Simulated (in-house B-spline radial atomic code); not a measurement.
**P⁺: excited configurations**

How much energy does it take to promote electrons of P⁺ to other shells? Each configuration is solved by itself and compared with the reference.

Program: in-house B-spline radial atomic code version 1. Level of theory: Dirac-Hartree-Fock, average of configuration, Fermi nucleus, basis-set limit. These are calculated values, not measurements, unless marked.

## 1. What is computed

| Property | Result |
| --- | --- |
| element | phosphorus (Z = 15) |
| charge | +1 |
| electrons | 14 |
| configuration | [Ne] 3s2 3p2 |
| Hamiltonian | Dirac-Coulomb |
| nucleus | Fermi, rms radius 3.189 fm |

The outer shells:

[Ne] 3s2 3p2
```
[Ne] core
3s [↑↓]
3p [↑ ][↑ ][  ]
```

The boxes draw the filling by Hund's rule, which heavy ions in jj coupling don't follow; these runs average over all states of the configuration.

The run's settings:

```ini
Z = 15
electrons = 14.0
configuration = [Ne] 3s2 3p2
hamiltonian = dirac
method = hf
spin_polarised = False
nucleus = fermi
rms_radius = 3.1889
mass_number = 31
atomic_mass = 30.97376199768
speed_of_light = 137.035999084
```

The reference is known from an earlier run: -341.170142 hartree in all. Up to eight levels, counted from the top:

| orbital | occupation | energy (eV) | <r> (bohr) |
| --- | --- | --- | --- |
| 1s1/2 | 2 | -2194.00 | 0.1034 |
| 2s1/2 | 2 | -216.54 | 0.5133 |
| 2p1/2 | 2 | -158.65 | 0.4814 |
| 2p3/2 | 4 | -157.69 | 0.4835 |
| 3s1/2 | 2 | -28.300 | 1.842 |
| 3p1/2 | 0.666667 | -18.947 | 2.142 |
| 3p3/2 | 1.33333 | -18.883 | 2.148 |

## 2. Run with [Ne] 3s1 3p2 5d1

The run's settings:

```ini
Z = 15
electrons = 14.0
configuration = [Ne] 3s1 3p2 5d1
hamiltonian = dirac
method = hf
spin_polarised = False
nucleus = fermi
rms_radius = 3.1889
mass_number = 31
atomic_mass = 30.97376199768
speed_of_light = 137.035999084
```

## 3. [Ne] 3s2 3p1 5g1

Settings: those of step 2 with these lines changed.

```diff
@@ -2,3 +2,3 @@
 electrons = 14.0
-configuration = [Ne] 3s1 3p2 5d1
+configuration = [Ne] 3s2 3p1 5g1
 hamiltonian = dirac
```

## 4. Run with [Ne] 3s2 3p1 4d1

Settings: those of step 3 with these lines changed.

```diff
@@ -2,3 +2,3 @@
 electrons = 14.0
-configuration = [Ne] 3s2 3p1 5g1
+configuration = [Ne] 3s2 3p1 4d1
 hamiltonian = dirac
```

## 5. Run with [He] 2s2 2p5 3s2 3p2 3d1

Settings: those of step 4 with these lines changed.

```diff
@@ -2,3 +2,3 @@
 electrons = 14.0
-configuration = [Ne] 3s2 3p1 4d1
+configuration = [He] 2s2 2p5 3s2 3p2 3d1
 hamiltonian = dirac
```

## 6. Run with [He] 2s2 2p5 3s2 3p2 6d1

Settings: those of step 5 with these lines changed.

```diff
@@ -2,3 +2,3 @@
 electrons = 14.0
-configuration = [He] 2s2 2p5 3s2 3p2 3d1
+configuration = [He] 2s2 2p5 3s2 3p2 6d1
 hamiltonian = dirac
```

## 7. Run with [He] 2s2 2p5 3s2 3p2 6p1

Settings: those of step 6 with these lines changed.

```diff
@@ -2,3 +2,3 @@
 electrons = 14.0
-configuration = [He] 2s2 2p5 3s2 3p2 6d1
+configuration = [He] 2s2 2p5 3s2 3p2 6p1
 hamiltonian = dirac
```

Q: How far above the reference does each configuration lie (order and size, in eV)?

As calculated:

| net move | configuration | energy above the reference (eV) | with Breit, QED, recoil (eV) | largest <r> (bohr) |
| --- | --- | --- | --- | --- |
| 3p → 4d | [Ne] 3s2 3p1 4d1 | 14.518 | 14.516 | 8.76 |
| 3p → 5g | [Ne] 3s2 3p1 5g1 | 16.283 | 16.282 | 13.7 |
| 3s → 5d | [Ne] 3s1 3p2 5d1 | 25.157 | 25.150 | 14.9 |
| 2p → 3d | [He] 2s2 2p5 3s2 3p2 3d1 | 142.58 | 142.53 | 3.20 |
| 2p → 6p | [He] 2s2 2p5 3s2 3p2 6p1 | 148.38 | 148.33 | 17.3 |
| 2p → 6d | [He] 2s2 2p5 3s2 3p2 6d1 | 148.97 | 148.91 | 22.1 |

Quantum defects of the promoted electron, δ = n − ζ/√(−2ε) with ζ = 2 and ε its orbital energy in hartree:

| promotion | δ |
| --- | --- |
| 3p → 4d | 0.287 |
| 3p → 5g | 0.000 |
| 3s → 5d | 0.320 |
| 2p → 6p | 1.158 |
| 2p → 6d | 0.392 |

What this shows: At the bottom stands 3p → 4d (14.518 eV), at the top 2p → 6d (148.97 eV). 4 of them lie more than 2 % above the ionisation threshold that Koopmans' theorem gives (18.883 eV), where such states can decay by emitting an electron. Of those tabulated, the defect is largest for 6p (1.16) and least for 5g (0.00): low angular momentum penetrates the core, high angular momentum stays outside it. Two partly filled shells share a symmetry and can mix in the average, which may lower the energy, for: 2p → 3d; 2p → 6p; 2p → 6d. These are averages over configurations, without correlation, not spectroscopic levels.
